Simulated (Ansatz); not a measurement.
# SiC: the cost of one run

Method: DFT r2SCAN, scalar-relativistic, plane waves, PAW, in Ansatz 0.2.0.

1 further run of the same task is left out (set aside as unsound or not needed).

## Step 1: Starting point

It takes space group F-43m (No. 216, cubic). The conventional cell has a = 4.356 Å, b = 4.356 Å, c = 4.356 Å, α = 90.00°, β = 90.00°, γ = 90.00°. Si (site symmetry -43m) is surrounded by 4 C at 1.89 Å. C (site symmetry -43m) has 4 Si at 1.89 Å as nearest neighbours.

Structure file:

```
CELL_PARAMETERS angstrom
0.00000 2.17818 2.17818
2.17818 0.00000 2.17818
2.17818 2.17818 0.00000
ATOMIC_POSITIONS crystal
Si 0.00000 0.00000 0.00000
C 0.25000 0.25000 0.25000
```

This cell was relaxed beforehand with the same method: volume 10.33 Å³/atom, gap on the mesh 1.71 eV.

## Step 2: Bands, states and charges

input.yaml reads:

```yaml
crystal:
  lattice:
    - [0.0, 2.1781773184, 2.1781773184]
    - [2.1781773184, 0.0, 2.1781773184]
    - [2.1781773184, 2.1781773184, 0.0]
  atoms:
    - { symbol: Si, position: [0.0, 0.0, 0.0] }
    - { symbol: C, position: [0.25, 0.25, 0.25] }
basis:
  ecutwfc: 500
kpoints:
  mp_grid: { grid: [10, 10, 10] }
  band_path:
    path:
      - [[0.0, 0.0, 0.0], [-0.5, -0.5, 0.0], [-0.375, -0.375, 0.25]]
      - [[-0.375, 0.0, 0.375], [0.0, 0.0, 0.0], [0.0, 0.0, 0.5], [-0.5, -0.25, 0.25], [-0.5, -0.5, 0.0]]
    npoints: 14
hamiltonian:
  xc: r2scan
scf:
  occupations: { method: gaussian, width: 0.02 }
  n_extra_bands: 6
output:
  forces: true
  stress: true
  eigenvalues: true
  populations: true
  dos: { projected: true, de: 0.02, nscf_kmesh: { grid: [15, 15, 15] } }
  bader: true
  write_density: true
  write_potential: true
  elf: true
  volumetric_format: npy
```

The run is started by

```bash
$ ansatz run input.yaml --threads 1 --pin off --max-ram 2560MiB --backend cpu --events-out ev --progress --plain --runs-dir out
```

What time and memory should one allow on 1 thread of Intel Xeon Platinum 8375C at 2.90GHz (Ice Lake), shared host?

About 25 s, with a peak of 0.41 GiB.
